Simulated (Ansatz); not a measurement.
# CH9NSi3: the cost of one run

Computed with Ansatz 0.2.0, Gaussian basis. Level: functionals in def2-TZVPP, the program's frozen cores in correlated methods.

The runs, in order: PBE-D4, r2SCAN-D4, PBE0-D4, B3LYP-D4, ωB97X-V, ωB97M-V, B2PLYP; CCSD(T)/def2-TZVPP; MP2/def2-QZVPP; extrapolation to the limit.

**1. Structure used throughout**

The geometry comes from an earlier relaxation with PBE0-D4 in a triple-zeta def2 set; it is a stationary point, not always the lowest conformer.

SMILES `N[SiH]1C[SiH2][SiH2]1`, 14 atoms, charge 0, spin multiplicity 1.

Atoms are counted from 1 here; the program's logs count them from 0.

Bond lengths: N1–Si2 1.718 Å, N1–H6 1.007 Å, N1–H7 1.007 Å, Si2–C3 1.889 Å, Si2–Si5 2.361 Å, Si2–H8 1.490 Å, C3–Si4 1.898 Å, C3–H9 1.091 Å, C3–H10 1.097 Å, Si4–Si5 2.346 Å, Si4–H11 1.489 Å, Si4–H12 1.488 Å, Si5–H13 1.487 Å, Si5–H14 1.493 Å. Angles: Si2–N1–H6 119.5°, Si2–N1–H7 121.0°, H6–N1–H7 111.1°, N1–Si2–C3 116.2°, N1–Si2–Si5 126.8°, N1–Si2–H8 105.8°, C3–Si2–Si5 88.4°, C3–Si2–H8 109.8°, Si5–Si2–H8 108.6°, Si2–C3–Si4 97.7°, Si2–C3–H9 116.5°, Si2–C3–H10 108.7°, Si4–C3–H9 117.8°, Si4–C3–H10 107.2°, H9–C3–H10 108.2°, C3–Si4–Si5 88.6°, C3–Si4–H11 111.0°, C3–Si4–H12 114.6° and more.

**2. PBE-D4 (GGA)**

in.yaml

```yaml
crystal:
  periodic: [false, false, false]
  atoms:
    - {symbol: N, position_ang: [-0.964331, 2.255527, 0.543916]}
    - {symbol: Si, position_ang: [-0.553808, 0.587105, 0.575295]}
    - {symbol: C, position_ang: [-0.800308, -0.361729, -1.039895]}
    - {symbol: Si, position_ang: [0.407503, -1.782528, -0.686035]}
    - {symbol: Si, position_ang: [1.616978, -0.333156, 0.707426]}
    - {symbol: H, position_ang: [-1.340911, 2.689356, 1.370878]}
    - {symbol: H, position_ang: [-0.426466, 2.912456, 0.002393]}
    - {symbol: H, position_ang: [-1.392420, -0.017382, 1.648522]}
    - {symbol: H, position_ang: [-1.827535, -0.620003, -1.301137]}
    - {symbol: H, position_ang: [-0.376125, 0.227553, -1.862626]}
    - {symbol: H, position_ang: [-0.259724, -2.873510, 0.076595]}
    - {symbol: H, position_ang: [1.044093, -2.369396, -1.896511]}
    - {symbol: H, position_ang: [2.243221, -0.780229, 1.980035]}
    - {symbol: H, position_ang: [2.616933, 0.436534, -0.090057]}
basis:
  gaussian: {orbitals: def2-TZVPP}
hamiltonian: {xc: pbe, dispersion: d4}
output: {forces: true, orbitals: {seedname: orbitals}}
```

Started as:

```
$ ansatz run in.yaml --threads 4 --pin off --events-out ev --progress --plain --max-ram 10444MiB
```

**Question.** How long does this run take on 4 threads of Arm Neoverse V1, shared host, and how much memory does it need?

About 4.8 s, with a peak of 0.53 GiB.
